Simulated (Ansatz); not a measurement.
**BBrH₄Si: a ladder of functionals and wavefunction methods**

Aim: compute BBrH₄Si with functionals from several rungs and with coupled cluster, and see how far each lands from CCSD(T) at the basis-set limit for the atomisation energy.

Program: Ansatz 0.2.0, Gaussian basis. Level of theory: functionals in def2-TZVPP, the program's frozen cores in correlated methods. These are calculated values, not measurements.

Plan: LDA (SPW92), PBE-D4, revPBE-D4, BLYP-D4, r2SCAN-D4, B97M-V, PBE0-D4, B3LYP-D4, r2SCANh-D4, r2SCAN0-D4, HSE06-D4, BHLYP-D4, CAM-B3LYP-D4, LC-ωPBE, ωB97X-V, ωB97M-V, B2PLYP, PBE-QIDH; CCSD(T)/def2-SVP; CCSD(T)/def2-TZVPP; MP2/def2-QZVPP; extrapolation to the limit; RPA on PBE.

**1. The geometry**

The geometry comes from an earlier relaxation with PBE0-D4 in a triple-zeta def2 set; it is a stationary point, not always the lowest conformer.

7 atoms, charge 0, spin multiplicity 1.

Atoms are counted from 1 here; the program's logs count them from 0.

Bond lengths: Si1–B2 2.014 Å, Si1–H4 1.489 Å, Si1–H5 1.489 Å, Si1–H6 1.487 Å, B2–Br3 1.901 Å, B2–H7 1.192 Å. Angles: B2–Si1–H4 109.2°, B2–Si1–H5 108.9°, B2–Si1–H6 112.8°, H4–Si1–H5 108.2°, H4–Si1–H6 108.9°, H5–Si1–H6 108.8°, Si1–B2–Br3 118.3°, Si1–B2–H7 126.5°, Br3–B2–H7 115.2°.

**2. LDA**

This LDA is Slater exchange with PW92 correlation.

Contents of in.yaml:

```yaml
crystal:
  periodic: [false, false, false]
  atoms:
    - {symbol: Si, position_ang: [-0.677774, 0.488205, -0.240285]}
    - {symbol: B, position_ang: [0.876480, -0.537074, 0.527944]}
    - {symbol: Br, position_ang: [1.755264, -1.806750, -0.580563]}
    - {symbol: H, position_ang: [-1.718271, -0.473036, -0.698807]}
    - {symbol: H, position_ang: [-0.207346, 1.264532, -1.420883]}
    - {symbol: H, position_ang: [-1.288287, 1.427230, 0.738262]}
    - {symbol: H, position_ang: [1.321134, -0.431206, 1.628530]}
basis:
  gaussian: {orbitals: def2-TZVPP}
hamiltonian: {xc: lda}
output: {orbitals: {seedname: orbitals}}
```

Run with:

```sh
ansatz run in.yaml --threads 2 --pin off --events-out ev --progress --plain --max-ram 4352MiB
```

The runs that follow: PBE-D4 (GGA); revPBE-D4 (GGA); BLYP-D4 (GGA); r2SCAN-D4 (meta-GGA); B97M-V (meta-GGA); PBE0-D4 (hybrid); B3LYP-D4 (hybrid); r2SCANh-D4 (hybrid); r2SCAN0-D4 (hybrid); HSE06-D4 (hybrid); BHLYP-D4 (hybrid); CAM-B3LYP-D4 (range-separated); LC-ωPBE (range-separated); ωB97X-V (range-separated); ωB97M-V (range-separated); B2PLYP (double hybrid); PBE-QIDH (double hybrid); CCSD(T) in def2-SVP; CCSD(T) in def2-TZVPP; MP2 in def2-QZVPP; RPA on PBE orbitals.

Before running them: what should the planned runs give, taken together? Wanted: atomisation energy, CCSD(T)/CBS; farthest beyond LDA; mean size of error, GGA; mean size of error, meta-GGA; mean size of error, hybrid; mean size of error, range-separated; mean size of error, double hybrid; gap, smallest and largest; T1 diagnostic.

**Answer**, as computed:

```
                               quantity                                                                                                                     value
        atomisation energy, CCSD(T)/CBS                                                                                                             2056.8 kJ/mol
 functionals within 20.6 kJ/mol (1.0 %)  PBE-D4, r2SCAN-D4, B97M-V, PBE0-D4, B3LYP-D4, r2SCANh-D4, r2SCAN0-D4, HSE06-D4, CAM-B3LYP-D4, ωB97X-V, ωB97M-V, PBE-QIDH
                    farthest beyond LDA                                                                                                  revPBE-D4 (-36.6 kJ/mol)
                mean size of error, GGA                                                                                                               21.2 kJ/mol
           mean size of error, meta-GGA                                                                                                               12.8 kJ/mol
             mean size of error, hybrid                                                                                                                9.2 kJ/mol
    mean size of error, range-separated                                                                                                               10.8 kJ/mol
      mean size of error, double hybrid                                                                                                               19.9 kJ/mol
              gap, smallest and largest                                                                                 3.10 eV (LDA (SPW92)), 10.25 eV (LC-ωPBE)
                          T1 diagnostic                                                                                                                    0.0121
triples share of the correlation energy                                                                                                                     3.4 %
```

LDA overbinds by 228.4 kJ/mol (11 %). PBE-D4 is off by -1.1 kJ/mol. Double hybrids carry the basis error of their MP2 part in triple zeta, and no dispersion term here, so their miss is partly the set-up's. The rungs hybrid, range-separated, meta-GGA, double hybrid miss on average by less than the doubt on the reference (20.6 kJ/mol), so they tie. Misses under about 20.6 kJ/mol are within the doubt on the reference itself, which lacks core-valence correlation, relativity and higher excitations, and its outer-core shells are covered unevenly. All levels share the lack of spin-orbit coupling, which lowers the free heavy atoms and so the true binding. Hartree-Fock recovers 78 % of the binding; the rest is correlation. CCSD(T) in def2-SVP is off by -115.5 kJ/mol, worse than the median functional, from the basis alone. Orbital gaps span 3.1 to 10.3 eV; exact exchange widens them. Correlated methods include outer-core shells of Br, which these sets cover unevenly.
